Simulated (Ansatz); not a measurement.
C2H8AsGa, SMILES C=[CH][GaH2-][AsH3+]: an atomisation energy, run with Ansatz 0.2.0, Python API.

The script, `tae_c2h8asga.py`:
```python
'''Atomisation energy of C2H8AsGa at the given geometry.'''

from collections import Counter

import ansatz as az

params = {
    'basis_set': 'def2-SVPD',
    'method': 'mp2',
}


def energy_of(molecule, charge=0, unpaired=0):
    calc = (
        molecule.calculation()
        .basis(gaussian=params['basis_set'])
        .correlation(params['method'], electrons='valence')
    )
    if charge:
        calc = calc.charge(charge)
    if unpaired:
        calc = calc.spin('collinear', total=unpaired)
    return calc.run().report['free_energy_ev']


def main() -> None:
    geometry_ang = [
        ('C', (-2.3894, 0.8848, 0.2192)),
        ('C', (-1.0633, 0.8134, 0.3216)),
        ('Ga', (-0.0644, -0.7351, -0.3993)),
        ('As', (2.3285, -0.42, 0.0225)),
        ('H', (-2.9524, 0.0924, -0.2636)),
        ('H', (-2.9203, 1.7418, 0.6205)),
        ('H', (-0.5115, 1.6121, 0.8066)),
        ('H', (-0.3217, -0.8473, -1.9848)),
        ('H', (-0.5667, -2.0815, 0.3267)),
        ('H', (2.8461, -1.6012, 0.9068)),
        ('H', (3.0849, -0.3983, -1.3458)),
        ('H', (2.53, 0.9389, 0.7695)),
    ]
    molecule = az.Crystal.molecule()
    for symbol, xyz in geometry_ang:
        molecule = molecule.atom(symbol, xyz)

    # Hund ground states
    unpaired = {'C': 2, 'Ga': 1, 'As': 3, 'H': 1}
    counts = Counter(site.symbol for site in molecule.cartesian_sites)
    atom_energy = {s: energy_of(az.Crystal.molecule().atom(s, (0, 0, 0)), 0, unpaired[s]) for s in counts}
    whole = energy_of(molecule, 0, 0)
    for s, e in atom_energy.items():
        print(f'{s:2s} x{counts[s]}  {e:14.5f} eV')
    print(f'C2H8AsGa: {whole:.5f} eV')
    split = sum(counts[s] * e for s, e in atom_energy.items()) - whole
    print(f'atomisation energy (no zero-point term): {23.060548 * split:.1f} kcal/mol, {split / sum(counts.values()):.3f} eV an atom')


if __name__ == '__main__':
    main()
```

What does it cost to take this molecule apart into atoms?

815.1 kcal/mol from the electronic energies, without the zero-point term.

What the script printed:

```console
$ python tae_c2h8asga.py
C  x2     -1025.86273 eV
Ga x1    -52331.56390 eV
As x1    -60792.90115 eV
H  x8       -13.58606 eV
C2H8AsGa: -115320.22570 eV
atomisation energy (no zero-point term): 815.1 kcal/mol, 2.946 eV an atom
```

Notes:
- These settings explore the input space; basis and method may be short of convergence.
- The geometry is a force-field or estimated start, not a minimum of this method, and the basis set is short of its limit. All parts are taken at fixed geometry, without zero-point energy.
- In double-zeta sets correlated atomisation energies come out some 10 to 15 % low.
- Wall time of the script: 11 s on 1 thread of Arm Neoverse V2, with other jobs on the host, peak memory 0.56 GiB.
